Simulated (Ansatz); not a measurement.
# CH4GeO (SMILES [CH2]1[O][GeH2]1): functionals against CCSD(T) at one geometry

One table from this session's results is given with a row withheld; the runs are named, their logs left out.

The runs use Ansatz 0.2.0, Gaussian basis; single points in def2-TZVPP.

Correlated methods freeze the cores. Filled d shells of the heavier atoms are correlated.

## Where the work starts

7 atoms, charge 0, spin multiplicity 1.

Atoms are counted from 1 here; the program's logs count them from 0.

Bond lengths: C1–O2 1.275 Å, C1–Ge3 1.968 Å, C1–H4 1.082 Å, C1–H5 1.167 Å, O2–Ge3 1.956 Å, Ge3–H6 1.497 Å, Ge3–H7 1.462 Å. Angles: O2–C1–Ge3 70.5°, O2–C1–H4 118.6°, O2–C1–H5 120.0°, Ge3–C1–H4 116.0°, Ge3–C1–H5 112.5°, H4–C1–H5 112.5°, C1–O2–Ge3 71.6°, C1–Ge3–O2 37.9°, C1–Ge3–H6 110.0°, C1–Ge3–H7 110.8°, O2–Ge3–H6 90.5°, O2–Ge3–H7 89.7°, H6–Ge3–H7 111.1°.

As a file:

```xyz
7
CH4GeO
C    -0.61220   -0.43740   -0.60980
O    -0.71590   -0.47900    0.66000
Ge    0.84560    0.60640    0.20240
H    -1.34500    0.12740   -1.17140
H    -0.22160   -1.36860   -1.19490
H     0.28220    1.76180    0.96870
H     1.67440   -0.23990    1.05950
```

The first run:

Input file run/in.yaml:

```yaml
crystal:
  periodic: [false, false, false]
  atoms:
    - {symbol: C, position_ang: [-0.612200, -0.437400, -0.609800]}
    - {symbol: O, position_ang: [-0.715900, -0.479000, 0.660000]}
    - {symbol: Ge, position_ang: [0.845600, 0.606400, 0.202400]}
    - {symbol: H, position_ang: [-1.345000, 0.127400, -1.171400]}
    - {symbol: H, position_ang: [-0.221600, -1.368600, -1.194900]}
    - {symbol: H, position_ang: [0.282200, 1.761800, 0.968700]}
    - {symbol: H, position_ang: [1.674400, -0.239900, 1.059500]}
basis:
  gaussian: {orbitals: def2-TZVPP}
correlation: {method: ccsd_t}
output: {forces: true}
```

No record of the launch command was kept for these runs.

Steps of the session up to this table: CCSD(T)/def2-TZVPP; PBE0-D4/def2-TZVPP; wB97M-V/def2-TZVPP; r2SCAN-D4/def2-TZVPP; PBE-D4/def2-TZVPP; LC-wPBE/def2-TZVPP; SPW92/def2-TZVPP.

One of the session's tables, all rows but one given; the rest of the session is left out.

```
   method  RMS force component (eV/Å)  angle to CCSD(T) forces (°)  dipole (D)
  CCSD(T)                       1.330                    reference        1.81
  PBE0-D4                           ?                            ?           ?
  wB97M-V                       1.174                          6.1        1.89
r2SCAN-D4                       1.180                          5.5        1.66
   PBE-D4                       1.295                         10.5        1.65
  LC-wPBE                       1.160                         11.9        1.97
    SPW92                       1.076                         14.2        1.69
```

**Question.** Estimate the row for PBE0-D4.

The run gave: RMS force component (eV/Å): 1.142; angle to CCSD(T) forces (°): 8.4; dipole (D): 1.82. In the column «RMS force component (eV/Å)» it lies between SPW92 (1.076) and LC-wPBE (1.160).
